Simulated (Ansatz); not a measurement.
# Si: the cost of one run

All numbers below are computed with Ansatz 0.2.0 (DFT LDA, plane waves, PAW, scalar-relativistic, no spin polarisation).

## (1) Starting point

The cell holds 17 atoms (Si17): a = 7.679 Å, b = 7.679 Å, c = 7.679 Å, α = 60.00°, β = 60.00°, γ = 60.00°.

As a file:

```
Si
1.0
     0.00000    5.43000    5.43000
     5.43000    0.00000    5.43000
     5.43000    5.43000    0.00000
Si
17
Direct
  0.00000 0.00000 0.00000
  0.12500 0.12500 0.12500
  0.00000 0.00000 0.50000
  0.12500 0.12500 0.62500
  0.00000 0.50000 0.00000
  0.12500 0.62500 0.12500
  0.00000 0.50000 0.50000
  0.12500 0.62500 0.62500
  0.50000 0.00000 0.00000
  0.62500 0.12500 0.12500
  0.50000 0.00000 0.50000
  0.62500 0.12500 0.62500
  0.50000 0.50000 0.00000
  0.62500 0.62500 0.12500
  0.50000 0.50000 0.50000
  0.62500 0.62500 0.62500
  0.88088 0.37102 0.36264
```

## (2) End point A

input.yaml

```yaml
crystal:
  lattice:
    - [0.0, 5.43, 5.43]
    - [5.43, 0.0, 5.43]
    - [5.43, 5.43, 0.0]
  atoms:
    - { symbol: Si, position: [0.0, 0.0, 0.0] }
    - { symbol: Si, position: [0.125, 0.125, 0.125] }
    - { symbol: Si, position: [0.0, 0.0, 0.5] }
    - { symbol: Si, position: [0.125, 0.125, 0.625] }
    - { symbol: Si, position: [0.0, 0.5, 0.0] }
    - { symbol: Si, position: [0.125, 0.625, 0.125] }
    - { symbol: Si, position: [0.0, 0.5, 0.5] }
    - { symbol: Si, position: [0.125, 0.625, 0.625] }
    - { symbol: Si, position: [0.5, 0.0, 0.0] }
    - { symbol: Si, position: [0.625, 0.125, 0.125] }
    - { symbol: Si, position: [0.5, 0.0, 0.5] }
    - { symbol: Si, position: [0.625, 0.125, 0.625] }
    - { symbol: Si, position: [0.5, 0.5, 0.0] }
    - { symbol: Si, position: [0.625, 0.625, 0.125] }
    - { symbol: Si, position: [0.5, 0.5, 0.5] }
    - { symbol: Si, position: [0.625, 0.625, 0.625] }
    - { symbol: Si, position: [0.8808847, 0.3710181, 0.3626406] }
basis:
  ecutwfc: 420.0
kpoints:
  mp_grid: { grid: [2, 2, 2] }
hamiltonian:
  xc: lda
  pseudopotentials: { kind: paw, azcp: { folder: soft_1 } }
scf:
  occupations: { method: gaussian, width: 0.05 }
  lower_state_search: "off"
relax:
  f_tol: 0.03
  max_steps: 60
  adjacent_minimum: "off"
output:
  write_density: true
  write_potential: true
  elf: true
  volumetric_format: npy
```

Launch:

```console
ansatz run input.yaml --threads 1 --pin off --max-ram 3072MiB --backend cpu --events-out ev --progress --plain --runs-dir out
```

**Question.** How long does this run take on 1 thread of Arm Neoverse V2, shared host, and how much memory does it need?

About 22 s, with a peak of 0.46 GiB.
